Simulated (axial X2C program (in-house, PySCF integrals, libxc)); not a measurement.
**SnSH: bond lengths and stretches, held linear**

How do method and spin–orbit coupling move the bonds and stretches of SnSH, held linear?

Computed with an in-house X2C program for linear molecules on PySCF integrals. Level: all-electron X2C, two-component (2c) or spin-free, Sn dyall-v3z, S dyall-av3z, H dyall-v3z.

All values are calculated.

2 further runs of the same task are left out: 2 set aside as unsound or not needed.

### Step 1. The job

Input file task.json:

```json
{"zs": [50, 16, 1], "q": 0, "bas": ["dyall-v3z", "dyall-av3z", "dyall-v3z"], "r0": [2.43, 1.34], "symm": 0, "scan": ["PBE0", "HF", "TPSSh"], "levels": ["PBE0", "HF", "LDA"], "nst": 2}
```

Keys: zs atomic numbers; q charge; bas basis sets; r0 starting distance in Å; symm equal bonds; scan levels of the two-bond scan (MP2 follows by itself at each HF point); levels methods; nst determinants followed.

Command:

```console
$ python solin.py task.json out
```

Masses Sn 119.902, S 31.972, H 1.008 u.

### Step 2. Scan at PBE0, 2c

State: Ω = 1/2 (beyond evenly filled blocks: ω = 1/2). Energies above the lowest point, from the job's result record:

| r(Sn–S) (Å) | r(S–H) (Å) | E (meV) |
| --- | --- | --- |
| 2.3439 | 1.3094 | 34.19 |
| 2.3439 | 1.3430 | 19.76 |
| 2.3439 | 1.3766 | 34.86 |
| 2.4040 | 1.3094 | 14.13 |
| 2.4040 | 1.3430 | 0.00 |
| 2.4040 | 1.3766 | 15.45 |
| 2.4040 | 1.4102 | 55.59 |
| 2.4641 | 1.3094 | 32.93 |
| 2.4641 | 1.3430 | 19.01 |
| 2.4641 | 1.3766 | 34.70 |
| 2.5242 | 1.3430 | 67.87 |
| 2.5242 | 1.4102 | 124.34 |

A quadratic surface with cubic terms in each bond gives the minimum at 2.402 and 1.341 Å, force constants 1.73, 4.23 and coupling 0.02 mdyn/Å.

### Step 3. Scan at HF, 2c

State: Ω = 1/2 (beyond evenly filled blocks: ω = 1/2). Energies above the lowest point, from the job's result record:

| r(Sn–S) (Å) | r(S–H) (Å) | E (meV) |
| --- | --- | --- |
| 2.3439 | 1.3094 | 54.32 |
| 2.3439 | 1.3430 | 55.91 |
| 2.3439 | 1.3766 | 87.97 |
| 2.4040 | 1.3094 | 6.62 |
| 2.4040 | 1.3430 | 8.20 |
| 2.4040 | 1.3766 | 40.27 |
| 2.4040 | 1.4102 | 97.91 |
| 2.4641 | 1.3094 | 0.00 |
| 2.4641 | 1.3430 | 1.52 |
| 2.4641 | 1.3766 | 33.55 |
| 2.5242 | 1.3430 | 26.79 |
| 2.5242 | 1.4102 | 116.28 |

A quadratic surface with cubic terms in each bond gives the minimum at 2.445 and 1.324 Å, force constants 1.55, 4.71 and coupling 0.00 mdyn/Å.

### Step 4. Scan at TPSSh, 2c

State: Ω = 1/2 (beyond evenly filled blocks: ω = 1/2). Energies above the lowest point, from the job's result record:

| r(Sn–S) (Å) | r(S–H) (Å) | E (meV) |
| --- | --- | --- |
| 2.3439 | 1.3094 | 40.36 |
| 2.3439 | 1.3430 | 24.78 |
| 2.3439 | 1.3766 | 38.23 |
| 2.4040 | 1.3094 | 15.22 |
| 2.4040 | 1.3430 | 0.00 |
| 2.4040 | 1.3766 | 13.86 |
| 2.4040 | 1.4102 | 51.95 |
| 2.4641 | 1.3094 | 28.82 |
| 2.4641 | 1.3430 | 13.85 |
| 2.4641 | 1.3766 | 28.01 |
| 2.5242 | 1.3430 | 57.49 |
| 2.5242 | 1.4102 | 110.51 |

A quadratic surface with cubic terms in each bond gives the minimum at 2.410 and 1.343 Å, force constants 1.67, 4.13 and coupling 0.02 mdyn/Å.

### Step 5. The levels side by side

| level | r(Sn–S) (Å) | r(S–H) (Å) | lower stretch (cm⁻¹) | upper stretch (cm⁻¹) |
| --- | --- | --- | --- | --- |
| PBE0, 2c | 2.402 | 1.341 | 336.9 | 2709.9 |
| HF, 2c | 2.445 | 1.324 | 318.5 | 2861.1 |
| TPSSh, 2c | 2.410 | 1.343 | 331.2 | 2677.2 |
| MP2, 2c | 2.408 | 1.336 | 343.0 | 2754.9 |
| PBE0, spin-free | 2.398 | 1.340 | 339.6 | 2722.0 |
| HF, spin-free | 2.438 | 1.324 | 323.6 | 2868.7 |
| TPSSh, spin-free | 2.406 | 1.342 | 333.2 | 2689.2 |
| MP2, spin-free | 2.403 | 1.335 | 346.1 | 2762.9 |

Scans not shown above were run alike.

What this shows: Over the levels the Sn–S bond spans 2.398 to 2.445 Å and the S–H bond 1.324 to 1.343 Å. At PBE0 going from spin-free to two-component moves the bonds by +0.005 and +0.001 Å. Each state is one determinant, the lowest of a limited PBE0 search; the stretches come from a fit to few points and are good to some per cent at best. MP2 freezes inner shells (threshold -2 hartree). The molecule was held linear; bending was not examined, so a bent shape may lie lower. Note: functional without a current term on a determinant with orbital currents, of the molecule or an atom.
